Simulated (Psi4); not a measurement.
**SnH2SO (SMILES [OH][Sn][SH]): a chain of runs**

Wanted: a series of 9 runs (PBE0-D4/def2-TZVP, PBE-D4/def2-TZVPP, r2SCAN-D4/def2-TZVPP, B3LYP-D4/def2-TZVPP, PBE0-D4/def2-TZVPP, wB97M-V/def2-TZVPP, CCSD(T)/def2-TZVPP, MP2/def2-QZVPP) of SnH2SO. 

The calculation is run with Psi4 1.11.

**1. The structure to begin with**

SnH2SO has 5 atoms, charge 0, and is taken as a singlet. As SMILES, `[OH][Sn][SH]`. The run starts from this shape.

Bond lengths: O1–Sn2 1.976 Å, Sn2–S3 2.455 Å, O1–H4 0.960 Å, S3–H5 1.344 Å. Angles: O1–Sn2–S3 99.3°, Sn2–O1–H4 118.0°, Sn2–S3–H5 96.0°.

**2. A structure relaxation at PBE0-D4/def2-TZVP (density fitting, core potential) (run 2)**

File h2ossn.inp:

```
memory 3300 MB

molecule m {
  0 1
  O     -1.059760    -1.104640    -0.073480
  Sn    -1.232420     0.848760    -0.318890
  S      1.114190     1.496730    -0.005470
  H     -0.186650    -1.460830     0.107990
  H      1.576490     0.253640     0.209120
  symmetry c1
}

set {
  basis                   def2-TZVP
  scf_type                df
  geom_maxiter            50
  max_force_g_convergence 0.0002
}

e_tot, wfn = optimize("pbe0-d4", return_wfn=True)
```

Command:

```
psi4 h2ossn.inp h2ossn.out -n 2
```

h2ossn.out, cut to the lines that bear on the results:

```text
[...]
    !!!  WARNING: ECP capability is in beta. Please check occupations closely.  !!!
[...]
  Running in c1 symmetry.
[...]
  Nuclear repulsion =  166.471605343214804
[...]
  Multiplicity = 1
[...]
  Nalpha       = 24
  Nbeta        = 24
[...]
    Number of basis functions: 130
[...]
 WARNING: Atomic UHF is not converging! Try casting from a smaller basis or call Rob at CCMST.
   -------------------------
[...]
   @DF-RKS iter   1:  -688.43997220837105   -1.15013e+00   7.68883e-03 DIIS/ADIIS
[...]
   @DF-RKS iter  13:  -688.82158955256455   -8.64020e-12   6.98551e-09 DIIS
[...]
    Orbital Energies [Eh]
    ---------------------
    Doubly Occupied:
       1A    -89.013195     2A    -19.196271     3A     -7.993622
       4A     -5.929314     5A     -5.925587     6A     -5.923673
       7A     -5.158216     8A     -3.495315     9A     -3.489040
      10A     -3.485179    11A     -1.071586    12A     -1.057022
      13A     -1.056288    14A     -1.052966    15A     -1.047868
      16A     -0.976935    17A     -0.731918    18A     -0.523603
      19A     -0.438667    20A     -0.401951    21A     -0.334672
      22A     -0.320449    23A     -0.276578    24A     -0.270565
[...]
  @DF-RKS Final Energy:  -688.82158955256455
   => Energetics <=
    Nuclear Repulsion Energy =            166.4716053432148044
    One-Electron Energy =               -1363.9445024327148985
    Two-Electron Energy =                 548.7930373203433874
    DFT Exchange-Correlation Energy =     -40.1380529103079766
    Empirical Dispersion Energy =          -0.0036768730999118
    VV10 Nonlocal Energy =                  0.0000000000000000
    Total Energy =                       -688.8215895525645465
[...]
 Multipole Moments:
 ------------------------------------------------------------------------------------
     Multipole            Electronic (a.u.)      Nuclear  (a.u.)        Total (a.u.)
 ------------------------------------------------------------------------------------
 L = 1.  Multiply by 2.5417464519 to convert [e a0] to [Debye]
 Dipole X            :        -37.3817403           37.2382157           -0.1435246
 Dipole Y            :          8.2563476           -8.2444336            0.0119140
 Dipole Z            :         -7.0566470            7.0309472           -0.0256998
 Magnitude           :                                                    0.1462934
[...]
  -Total Gradient:
     Atom            X                  Y                   Z
    ------   -----------------  -----------------  -----------------
       1       -0.000056075546    -0.000015440155     0.000006980065
       2       -0.000037692117     0.000093168624    -0.000024072207
       3       -0.000043679089    -0.000021939538    -0.000000281510
       4        0.000055760238     0.000053848895    -0.000007662346
       5        0.000078053750     0.000025057295     0.000009440490
[...]
    Final optimized geometry and variables:
    Molecular point group: c1
    Full point group: C1
    Geometry (in Angstrom), charge = 0, multiplicity = 1:
    O           -0.308092185418    -1.874199508024     0.157654313208
    SN          -0.480752185418     0.079200491976    -0.087755686792
    S            1.865857814582     0.727170491976     0.225664313208
    H            0.565017814582    -2.230389508024     0.339124313208
    H            2.328157814582    -0.515919508024     0.440254313208
    Psi4 run time: 0:00:07.64
```

The script printed:

```text
Optimizer: Optimization complete!
```

Wall time 9 s (2 threads of Intel Xeon at 2.60GHz (Ice Lake), shared host); peak memory 0.65 GiB.

**3. The harmonic vibrations at PBE0-D4/def2-TZVP (density fitting, core potential) (run 3)**

File input.dat:

```
memory 3.3 GB

molecule mol {
  O
  Sn 1 r2
  S 2 r3 1 a3
  H 1 r4 2 a4 3 d4
  H 3 r5 2 a5 1 d5

  r2 = 1.976312
  r3 = 2.454521
  a3 = 99.29687
  r4 = 0.960273
  a4 = 118.00358
  d4 = -0.10022
  r5 = 1.343519
  a5 = 96.03331
  d5 = -0.02246
  symmetry c1
}

set basis def2-TZVP
set reference rks
set scf_type df
set rotational_symmetry_number 1

freq('pbe0-d4')
print_variables()
```

Command:

```
psi4 -n 2 input.dat output.dat
```

output.dat, cut to the lines that bear on the results:

```text
[...]
    !!!  WARNING: ECP capability is in beta. Please check occupations closely.  !!!
[...]
  Running in c1 symmetry.
[...]
  Nuclear repulsion =  166.471621374684162
[...]
  Multiplicity = 1
[...]
  Nalpha       = 24
  Nbeta        = 24
[...]
    Number of basis functions: 130
[...]
 WARNING: Atomic UHF is not converging! Try casting from a smaller basis or call Rob at CCMST.
   -------------------------
[...]
   @DF-RKS iter   1:  -688.41848057240759   -1.10812e+00   7.90951e-03 DIIS/ADIIS
[...]
   @DF-RKS iter  13:  -688.82158700752461   -7.73070e-12   8.24901e-09 DIIS
[...]
  @DF-RKS Final Energy:  -688.82158700752461
   => Energetics <=
    Nuclear Repulsion Energy =            166.4713745093794159
    One-Electron Energy =               -1363.9422814610657042
    Two-Electron Energy =                 548.7909629054605603
    DFT Exchange-Correlation Energy =     -40.1379658698878643
    Empirical Dispersion Energy =          -0.0036770914111661
    VV10 Nonlocal Energy =                  0.0000000000000000
    Total Energy =                       -688.8215870075246130
[...]
  -Total Gradient:
     Atom            X                  Y                   Z
    ------   -----------------  -----------------  -----------------
       1       -0.000012890771    -0.000683211369    -0.000460255169
       2        0.000007442764    -0.000019156351     0.000044068612
       3       -0.000004032072     0.000277423872     0.000885475800
       4        0.000009269594     0.000719461275     0.000536552868
       5        0.000000247736    -0.000302929511    -0.000870446573
[...]
  ==> Harmonic Vibrational Analysis <==
[...]
  Freq [cm^-1]                 169.1075            205.5600            324.3320
[...]
  IR activ [km/mol]            14.3824              0.0404             53.6634
[...]
  Freq [cm^-1]                 364.8224            548.8229            598.5889
[...]
  IR activ [km/mol]            136.5871             6.4714             121.7590
[...]
  Freq [cm^-1]                 733.7129           2708.8170           3884.8290
[...]
  IR activ [km/mol]            64.5582              1.5247             35.7459
[...]
  Total E_0, Enthalpy at 0 [K]                                                         -688.79985904 [Eh]
[...]
  Total H, Enthalpy at  298.15 [K]                                                     -688.79373268 [Eh]
[...]
  Total G, Gibbs energy at  298.15 [K]                                                 -688.82966046 [Eh]
[...]
```

The script printed:

```text
Warning: used thermodynamics relations inappropriate for low-frequency modes: ['169.1075' '205.5600' '324.3320' '364.8224' '548.8229' '598.5889']
```

Wall time 2.2 min (2 threads of Intel Xeon at 2.60GHz (Ice Lake), shared host); peak memory 0.71 GiB.

Runs 4 to 9 aren't shown in full; the table further down has their settings and results.

**4. The energy at MP2/def2-QZVPP (density fitting, core potential, density fitting for correlation) (run 10)**

File input.in:

```
memory 3.3 GB

molecule mol {
  0 1
  O     -1.059760    -1.104640    -0.073480
  Sn    -1.232420     0.848760    -0.318890
  S      1.114190     1.496730    -0.005470
  H     -0.186650    -1.460830     0.107990
  H      1.576490     0.253640     0.209120
  units angstrom
  symmetry c1
}

set basis def2-QZVPP
set scf_type df
set num_frozen_docc 10

e = energy("mp2")
```

Command:

```
psi4 -n 2 input.in input.out
```

input.out, cut to the lines that bear on the results:

```text
[...]
    !!!  WARNING: ECP capability is in beta. Please check occupations closely.  !!!
[...]
  Running in c1 symmetry.
[...]
  Nuclear repulsion =  166.471605343214804
[...]
  Multiplicity = 1
[...]
  Nalpha       = 24
  Nbeta        = 24
[...]
    Number of basis functions: 269
[...]
   @DF-RHF iter   1:  -686.80790155611976   -1.67026e+00   2.80967e-03 ADIIS/DIIS
[...]
   @DF-RHF iter  12:  -687.03760686956355   -1.05274e-10   7.97549e-09 DIIS
[...]
    Orbital Energies [Eh]
    ---------------------
    Doubly Occupied:
       1A    -91.944579     2A    -20.541493     3A     -8.947543
       4A     -6.628818     5A     -6.627995     6A     -6.627481
       7A     -5.883529     8A     -4.075450     9A     -4.069975
      10A     -4.066552    11A     -1.365373    12A     -1.341608
      13A     -1.340397    14A     -1.336347    15A     -1.330059
      16A     -1.267961    17A     -0.943997    18A     -0.676100
      19A     -0.573020    20A     -0.536860    21A     -0.491701
      22A     -0.443199    23A     -0.378273    24A     -0.349866
[...]
  @DF-RHF Final Energy:  -687.03760686956355
   => Energetics <=
    Nuclear Repulsion Energy =            166.4716053432148044
    One-Electron Energy =               -1363.4420749255004921
    Two-Electron Energy =                 509.9328627127221125
    Total Energy =                       -687.0376068695635468
[...]
 Multipole Moments:
 ------------------------------------------------------------------------------------
     Multipole            Electronic (a.u.)      Nuclear  (a.u.)        Total (a.u.)
 ------------------------------------------------------------------------------------
 L = 1.  Multiply by 2.5417464519 to convert [e a0] to [Debye]
 Dipole X            :        -37.4192763           37.2382157           -0.1810606
 Dipole Y            :          8.3107066           -8.2444336            0.0662730
 Dipole Z            :         -7.0688472            7.0309472           -0.0379000
 Magnitude           :                                                    0.1964980
[...]
```

It took 6.9 s on 2 threads of Intel Xeon at 2.60GHz (Ice Lake), shared host; peak memory 0.71 GiB.

**5. All runs side by side**

```tsv
run	level	task	geom maxiter	energy (Eh)	dipole moment (D)	HOMO energy (eV)	LUMO energy (eV)	wall time
2	PBE0-D4/def2-TZVP (density fitting, core potential)	optimise	50	-688.821590	0.37	-7.36	-2.26	9 s
3	PBE0-D4/def2-TZVP (density fitting, core potential)	frequencies	–	-688.821590	0.37	–	–	2.2 min
4	PBE-D4/def2-TZVPP (density fitting, core potential)	energy	–	-688.791907	0.34	-6.33	-2.91	11 s
5	r2SCAN-D4/def2-TZVPP (density fitting, core potential)	energy	–	-689.053891	0.32	-6.62	-2.85	24 s
6	B3LYP-D4/def2-TZVPP (density fitting, core potential)	energy	–	-689.137646	0.47	-7.18	-2.48	11 s
7	PBE0-D4/def2-TZVPP (density fitting, core potential)	properties	–	-688.823995	0.42	-7.36	-2.26	11 s
8	wB97M-V/def2-TZVPP (density fitting, core potential)	energy	–	-688.941705	0.53	-9.44	-0.57	23 s
9	CCSD(T)/def2-TZVPP (density fitting, core potential, density fitting for correlation)	energy	–	-687.789327	–	-9.50	0.35	1.7 min
10	MP2/def2-QZVPP (density fitting, core potential, density fitting for correlation)	energy	–	-688.017813	–	-9.52	0.28	6.9 s
```

**6. Summary of results**

| quantity | value |
| --- | --- |
| run 10, MP2/def2-QZVPP: total energy | -688.01781 Eh |
| run 10, MP2/def2-QZVPP: HOMO energy (Hartree–Fock orbitals) | -9.52 eV |
| run 10, MP2/def2-QZVPP: LUMO energy (Hartree–Fock orbitals) | 0.28 eV |
| run 10, MP2/def2-QZVPP: HOMO–LUMO gap (Hartree–Fock orbitals) | 9.80 eV |
| run 10, MP2/def2-QZVPP: correlation energy (10 core orbitals frozen) | -980.2 mEh |

Over runs 2, 3, 4, 5, 6, 7, 8 the dipole moment (its size) runs from 0.32 D (r2SCAN-D4/def2-TZVPP) to 0.53 D (wB97M-V/def2-TZVPP). Over runs 2, 4, 5, 6, 7, 8 the HOMO–LUMO gap runs from 3.42 eV (PBE-D4/def2-TZVPP) to 8.87 eV (wB97M-V/def2-TZVPP). Totals of different functionals can't be ranked against each other. All runs together took 5.5 min, the longest 2.2 min.
